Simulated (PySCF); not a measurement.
# PBr (triplet) at other levels of theory

Starting from one script, swap the method and compare what comes out for PBr (triplet).

Program: PySCF 2.14.0. Level of theory: each script names its method and basis. These are calculated values, not measurements.

5 further runs of the same task are left out: 5 that didn't finish.

### Step 1. Where the work starts

PBr (triplet): 2 atoms, charge 0, spin multiplicity 3.

Bond lengths: P1–Br2 2.289 Å.

### Step 2. The base run

input.py

```python
from pyscf import gto, scf, mcscf

mol = gto.M(
    atom='P 0 0 0; Br 0 0 2.289',
    basis='crenbl',
    ecp={'P': 'crenbl', 'Br': 'crenbl'},
    charge=0,
    spin=2,
    verbose=4,
)
mf = scf.ROHF(mol)
mf.kernel()
mc = mcscf.CASSCF(mf, 8, 6)
mc.kernel()
mc.analyze()
mf.dip_moment()
print('orbital energies (hartree):', mf.mo_energy[..., max(0, mol.nelec[1]-3):mol.nelec[0]+3].round(4))
```

On the command line:

```sh
OMP_NUM_THREADS=1 python input.py
```

### Step 3. Population analysis

Run 1 changes step after the SCF: casscf → analyze.

Changes to input.py since step 2:

```diff
@@ -1,2 +1,2 @@
-from pyscf import gto, scf, mcscf
+from pyscf import gto, scf
 
@@ -12,5 +12,3 @@
 mf.kernel()
-mc = mcscf.CASSCF(mf, 8, 6)
-mc.kernel()
-mc.analyze()
+mf.mulliken_pop()
 mf.dip_moment()
```

### Step 4. Pbesol (ROKS)

Run 2 changes functional: none (Hartree–Fock) → pbesol; SCF type: ROHF → ROKS; step after the SCF: casscf → analyze.

Changes to input.py since step 2:

```diff
@@ -1,2 +1,2 @@
-from pyscf import gto, scf, mcscf
+from pyscf import gto, dft
 
@@ -10,7 +10,5 @@
 )
-mf = scf.ROHF(mol)
+mf = dft.ROKS(mol, xc='pbesol')
 mf.kernel()
-mc = mcscf.CASSCF(mf, 8, 6)
-mc.kernel()
-mc.analyze()
+mf.mulliken_pop()
 mf.dip_moment()
```

### Step 5. SCF alone

Run 3 changes step after the SCF: casscf → none.

Changes to input.py since step 2:

```diff
@@ -1,2 +1,2 @@
-from pyscf import gto, scf, mcscf
+from pyscf import gto, scf
 
@@ -12,5 +12,2 @@
 mf.kernel()
-mc = mcscf.CASSCF(mf, 8, 6)
-mc.kernel()
-mc.analyze()
 mf.dip_moment()
```

What does the calculation give? Wanted: for each run, E(SCF); from base; SCF dipole; after the SCF.

**Answer**, as computed:

```csv
run,E(SCF) (hartree),from base (eV),cycles,SCF dipole (D),after the SCF
base,-159.413595,0,9,2.22,CASSCF correlation -0.836 eV
population analysis,-159.413595,0.0000,9,2.22,n/a
pbesol (ROKS),-162.657854,not comparable,11,0.77,n/a
SCF alone,-159.413595,0.0000,9,2.22,n/a
```

A lower total energy from another functional means nothing by itself.
